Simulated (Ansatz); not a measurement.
Sb3Au and its elements: a formation energy from the elements, run with Ansatz's Python interface.

The script, `sb3au.py`:
```python
"""Heat of formation of Sb3Au at zero temperature, after relaxing cells and atoms."""

from collections import Counter
import warnings

import ansatz as az
import numpy as np

PHASES = {
    "Sb3Au": (
        [[3.063195, 0.0, 0.0], [0.0, 3.063195, 0.0], [0.0, 0.0, 11.815135]],
        [
            ("Sb", [0.0, 0.0, 0.231221]),
            ("Sb", [0.0, 0.0, 0.5]),
            ("Sb", [0.0, 0.0, 0.768779]),
            ("Au", [0.0, 0.0, 0.0]),
        ],
    ),
    "Sb": (
        [[2.1542, 1.243728, 3.758], [-2.1542, 1.243728, 3.758], [0.0, -2.487456, 3.758]],
        [
            ("Sb", [0.23349, 0.23349, 0.23349]),
            ("Sb", [0.76651, 0.76651, 0.76651]),
        ],
    ),
    "Au": (
        [[0.0, 2.035, 2.035], [2.035, 0.0, 2.035], [2.035, 2.035, 0.0]],
        [
            ("Au", [0.0, 0.0, 0.0]),
        ],
    ),
}


def build(vectors, sites):
    crystal = az.Crystal(lattice=az.Lattice.of(vectors))
    for symbol, position in sites:
        crystal = crystal.atom(symbol, position)
    return crystal


def compute(name, crystal):
    calc = (
        crystal.calculation()
        .functional("lda")
        .basis(10 * az.Ha)
        .mixing("msr1", beta=0.1)
        .kpoints(spacing=0.39)
        .occupations("gaussian", width=0.1)
        .stress()
    )
    calc = calc.relax(force_tolerance=0.02, cell=True)
    return calc.run(threads=1)


def counts(outcome):
    return Counter(site.symbol for site in outcome.lattice.sites)

def formation_energy(outcome, mu):
    n = counts(outcome)
    return (outcome.report["energy_sigma0_ev"] - sum(k * mu[element] for element, k in n.items())) / sum(n.values())


def volume_per_atom(outcome):
    return abs(np.linalg.det(outcome.lattice.cell_ang)) / len(outcome.lattice.sites)

warnings.simplefilter("ignore", az.DeckWarning)

phases = {name: build(*cell) for name, cell in PHASES.items()}

done = {name: compute(name, crystal) for name, crystal in phases.items()}

# chemical potentials of the elements at zero temperature
references = {"Sb": "Sb", "Au": "Au"}
mu = {element: done[name].report["energy_sigma0_ev"] / len(done[name].lattice.sites) for element, name in references.items()}

target = done["Sb3Au"]
heat = formation_energy(target, mu)
for element, value in mu.items():
    print(f"mu({element}) = {value:.4f} eV from {references[element]}, {volume_per_atom(done[references[element]]):.2f} A^3/atom")
print(f"formation energy of Sb3Au: {heat:.4f} eV/atom = {96.4853 * heat:.1f} kJ/mol of atoms")
```

Is Sb3Au bound against its elements at this level, and by how much?

The formation energy is +0.071 eV an atom (+6.9 kJ per mole of atoms), so Sb3Au lies above the reference phases.

The run itself:

```console
$ python sb3au.py
mu(Sb) = -6335.4625 eV from Sb, 29.24 A^3/atom
mu(Au) = -12864.5384 eV from Au, 16.63 A^3/atom
formation energy of Sb3Au: 0.0712 eV/atom = 6.9 kJ/mol of atoms
```

The settings weren't tested for convergence. The cutoff lies under the one recommended for these potentials. Spin-orbit coupling, which matters for elements this heavy, is left out. The cells come from databases of deposited and of computed structures, and not all need be stable phases. The compound is the structure given, not necessarily its lowest; energies are at zero temperature, with no correction for gases. A semilocal functional's error on such energies is often 0.05 to 0.1 eV an atom, and 0.1 to 0.3 eV against gases such as O2 or F2. The script silences the warnings on its input, which a real study should read. Run time: 69 s on 1 thread of Arm Neoverse V2, with other jobs on the host, peak memory 0.41 GiB.

(Lines on the test bed's own set-up are left out of the output.)
